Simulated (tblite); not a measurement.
# C6H14B2F2: the cost of one run

Programs: tblite 0.8.0 and PySCF 2.14.0, with density-fitted response routines of our own. Each step states its level of theory. These are calculated values for one molecule in the gas phase, unless marked as measured. Atoms count from 0, in the outputs and in this text.

**1. The starting structure**

24 atoms, charge 0, multiplicity 1; geometry from: force field or distance geometry start.

Bonds of the start (Å): C0–B1 1.58, B1–C2 1.61, B1–C3 1.56, C3–C4 1.50, C4–C5 1.54, C4–C6 1.52, C4–B7 1.58, B7–F8 1.45, B7–F9 1.45, C0–H10 1.12, C0–H11 1.11, C0–H12 1.11, C2–H13 1.11, C2–H14 1.12, C2–H15 1.09, C3–H16 1.12, C3–H17 1.12, C5–H18 1.11, C5–H19 1.10, C5–H20 1.09, C6–H21 1.12, C6–H22 1.09, C6–H23 1.12.

**2. Geometry optimisation with GFN2-xTB**

The job: settings as JSON, then the geometry in Å.

```
{"job": {"kind": "relax", "xc": "GFN2-xTB", "basis": "xTB"}, "charge": 0, "multiplicity": 1}
C      1.967900     1.082800     0.354300
B      1.389400    -0.386600     0.228900
C      2.526100    -1.531600     0.293200
C      0.021700    -0.781400    -0.412300
C     -1.128900     0.121200    -0.067300
C     -2.380500    -0.409800    -0.780300
C     -0.958600     1.540600    -0.589100
B     -1.455300     0.178900     1.472800
F     -2.770400     0.669000     1.819200
F     -0.995300    -0.956700     2.257400
H      2.905000     1.054700     0.959200
H      2.213400     1.435800    -0.670400
H      1.286200     1.767800     0.908500
H      3.403000    -1.146200     0.861000
H      2.883700    -1.688500    -0.754700
H      2.155200    -2.472200     0.708300
H      0.096300    -0.881600    -1.522500
H     -0.243600    -1.810700    -0.045000
H     -3.098300     0.434800    -0.843300
H     -2.792600    -1.269400    -0.225400
H     -2.088100    -0.677800    -1.798500
H     -0.974200     2.258600     0.273400
H     -0.097300     1.676400    -1.241200
H     -1.876500     1.811600    -1.178600
```

Started as:

```bash
$ OMP_NUM_THREADS=1 python probes_run.py task.json out
```

One launch serves the whole session: the jobs run in the order shown.

Q: Estimate the wall time of this first job on 1 thread of Arm Neoverse N1, shared host.

About 3.1 s.
